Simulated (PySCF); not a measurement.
**BeH at other levels of theory**

Starting from one script, swap the method and compare what comes out for BeH.

The runs use PySCF 2.14.0; method and basis as typed in the scripts.

3 further runs of the same task are left out: 3 that didn't finish.

**1. Where the work starts**

BeH: 2 atoms, charge 0, spin multiplicity 2.

Bond lengths: Be1–H2 1.216 Å.

**2. The base run**

The input, input.py:

```python
from pyscf import gto, scf
from pyscf.geomopt.geometric_solver import optimize

mol = gto.M(
    atom='Be 0 0 0; H 0 0 1.216',
    basis='minao',
    charge=0,
    spin=1,
    verbose=4,
)
mf = scf.ROHF(mol)
mf.kernel()
mol_eq = optimize(mf, maxsteps=30)
print('optimised geometry (angstrom)')
print(mol_eq.tostring('raw'))
print('orbital energies (hartree):', mf.mo_energy[..., max(0, mol.nelec[1]-3):mol.nelec[0]+3].round(4))
```

Started as:

```sh
$ OMP_NUM_THREADS=1 python input.py
```

**3. TDA (UHF)**

Variant 1 changes step after the SCF: optimize → tda; SCF type: ROHF → UHF; number of roots: none → 8.

The input, input.py:

```python
from pyscf import gto, scf, tdscf

mol = gto.M(
    atom='Be 0 0 0; H 0 0 1.216',
    basis='minao',
    charge=0,
    spin=1,
    verbose=4,
)
mf = scf.UHF(mol)
mf.kernel()
td = tdscf.TDA(mf)
td.nstates = 8
td.kernel()
td.analyze()
mf.dip_moment()
print('orbital energies (hartree):', [e[max(0, n-3):n+3].round(4) for e, n in zip(mf.mo_energy, mol.nelec)])
```

**4. RHF**

Variant 2 changes SCF type: ROHF → RHF.

input.py, as its differences from that of step 2:

```diff
@@ -10,3 +10,3 @@
 )
-mf = scf.ROHF(mol)
+mf = scf.RHF(mol)
 mf.kernel()
```

**5. Gradient**

Variant 3 changes step after the SCF: optimize → gradient.

The input, input.py:

```python
from pyscf import gto, scf

mol = gto.M(
    atom='Be 0 0 0; H 0 0 1.216',
    basis='minao',
    charge=0,
    spin=1,
    verbose=4,
)
mf = scf.ROHF(mol)
mf.kernel()
mf.nuc_grad_method().kernel()
mf.dip_moment()
print('orbital energies (hartree):', mf.mo_energy[..., max(0, mol.nelec[1]-3):mol.nelec[0]+3].round(4))
```

**6. Tpss (ROKS)**

Variant 4 changes functional: none (Hartree–Fock) → tpss; SCF type: ROHF → ROKS; step after the SCF: optimize → analyze.

The input, input.py:

```python
from pyscf import gto, dft

mol = gto.M(
    atom='Be 0 0 0; H 0 0 1.216',
    basis='minao',
    charge=0,
    spin=1,
    verbose=4,
)
mf = dft.ROKS(mol, xc='tpss')
mf.kernel()
mf.analyze()
print('orbital energies (hartree):', mf.mo_energy[..., max(0, mol.nelec[1]-3):mol.nelec[0]+3].round(4))
```

What does the calculation give? Wanted: for each run, E(SCF); from base; SCF dipole; after the SCF.

As calculated:

| run | E(SCF) (hartree) | from base (eV) | cycles | SCF dipole (D) | after the SCF |
| --- | --- | --- | --- | --- | --- |
| base | -15.001389 | 0 | 5 | n/a | bond 5.734 Å, -1.940 eV |
| TDA (UHF) | -15.001389 | 0.0000 | 5 | 2.19 | lowest root found 7.22 eV |
| RHF | -15.001389 | 0.0000 | 5 | n/a | bond 5.734 Å, -1.940 eV |
| gradient | -15.001389 | 0.0000 | 5 | 2.19 | n/a |
| tpss (ROKS) | -15.129717 | not comparable | 6 | 2.21 | n/a |

SCF columns refer to the geometry typed in the script.

What this shows: With RHF the SCF ends at the base energy. A lower total energy from another functional means nothing by itself.
